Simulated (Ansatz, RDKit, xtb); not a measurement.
# Isomers of B3N5H8, a sample narrowed down

Which of a sample of isomers of B3N5H8 is the most stable in the gas at 298.15 K, and what are its properties? The sample is small against all isomers, and the most stable one of this formula need not be in it.

Plan: many cheap relaxations first (GFN2-xTB), then density-functional screening, relaxation at PBE-D3(BJ)/def2-SVP, vibrations (at GFN2-xTB) and a final energy. The numbers are computed, not measured.

### 1 Possible bonding patterns

Isomers were taken from a list of plausible structures; this is a sample, not all of them. That gives 4 candidates.

| label | SMILES | spin |
| --- | --- | --- |
| c290 | NN1BNBN(N)B1 | singlet |
| c469 | NB1NBN(N)BN1 | singlet |
| c559 | NB1NBNB(N)N1 | singlet |
| c738 | NB1NBNBN1N | singlet |

Candidates are built by distance geometry, with a force field where one applies, in up to four conformers (letters a to d).

Q: Predict the outcome of this search (final energies at CCSD(T)/def2-SVP + MP2/def2-TZVPP - MP2/def2-SVP).

| quantity | value |
| --- | --- |
| lowest structure found | NB1NBNB(N)N1, singlet |
| next finalist | NB1NBNBN1N, singlet, 56.3 kcal/mol higher in G |
| share at equilibrium, among the finalists | 100.0 % |

The lowest structure found is `NB1NBNB(N)N1`. The margin of 56.3 kcal/mol over the next finalist is beyond the usual error of the last level; it says nothing of structures that weren't ranked. GFN2-xTB, HF/STO-3G, r2SCAN-D4/def2-SVP, PBE-D3(BJ)/def2-SVP, HF/def2-SVP and MP2/def2-SVP already put its bonding pattern lowest among the structures in one piece. Lowest found is not proven lowest: the search is finite, and each finalist counts with one conformer. Only 4 drawn patterns were tried, so whole families of isomers are missing, and the result ranks this sample alone. The lowest isomer need not be the one that is made and kept in a bottle, which depends on barriers.
